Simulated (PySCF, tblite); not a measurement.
# C5H7FO+ (doublet): geometry, infrared bands and EPR parameters

Aim: predict the infrared bands and EPR parameters of C5H7FO+ (doublet) (`[CH2+][CH]C(=O)CCF`).

Programs: tblite 0.8.0 and PySCF 2.14.0, with density-fitted response routines of our own. Each step states its level of theory. These are calculated values for one molecule in the gas phase, unless marked as measured. Atoms are numbered from 0 throughout.

### 1 The molecule as given

14 atoms, charge 1, multiplicity 2; geometry from: force field or distance geometry start.

Bonds of the start (Å): C0–C1 1.46, C1–C2 1.47, C2–O3 1.23, C2–C4 1.49, C4–C5 1.51, C5–F6 1.38, C0–H7 1.10, C0–H8 1.08, C1–H9 1.11, C4–H10 1.13, C4–H11 1.08, C5–H12 1.11, C5–H13 1.12.

### 2 Relaxing the molecule with GFN2-xTB

What the job is given:

```
{"job": {"kind": "relax", "xc": "GFN2-xTB", "basis": "xTB"}, "charge": 1, "multiplicity": 2}
C      1.934800     0.301400    -0.475800
C      1.409600    -0.774100     0.363000
C      0.110600    -0.548300     1.016800
O     -0.215000    -1.148800     2.040800
C     -0.907300     0.399100     0.486100
C     -1.469600    -0.046000    -0.848300
F     -2.400700     0.881400    -1.279700
H      2.999000     0.308600    -0.752200
H      1.343800     1.127100    -0.844300
H      2.179600    -1.162000     1.055200
H     -1.819100     0.377000     1.155700
H     -0.542100     1.414700     0.520500
H     -0.674300    -0.073000    -1.620400
H     -1.949900    -1.057500    -0.839600
```

Started as:

```bash
OMP_NUM_THREADS=1 python probes_run.py task.json out
```

The driver reads the jobs from task.json and runs them one after another.

**Question.** This job is followed by: GFN2-xTB harmonic vibrations, gas phase; UKS B3LYP, pcH-1 on C F H O, non-relativistic, mean-field spin-orbit, GIAO. Predict these results of the whole session: strongest single infrared mode (GFN2-xTB); zero-point energy (GFN2-xTB); g(iso) (B3LYP); ⟨S²⟩; largest a(iso) (averaged by class).

**Answer**, as computed:

```
                                 quantity                  value
strongest single infrared mode (GFN2-xTB)  3023 cm⁻¹, 266 km/mol
             zero-point energy (GFN2-xTB)          65.1 kcal/mol
                           g(iso) (B3LYP)                2.00493
                                     ⟨S²⟩     0.757 (exact 0.75)
       largest a(iso) (averaged by class)   13C on C2, -70.1 MHz
```

Relaxing lowered the energy by 1.406 eV in 114 steps; the close pair that moved most is C0–C1, from 1.462 to 1.317 Å. No mode is imaginary among the 36: a minimum at this level. The strongest single mode, at 3023 cm⁻¹, moves mainly H7. GFN2-xTB is a fitted tight-binding method: band positions and strengths are rough. Its intensities can rank the bands wrongly. O3 carries the largest spin population, 0.63 e. The isotropic g lies 2.6 ppt above the free-electron value.
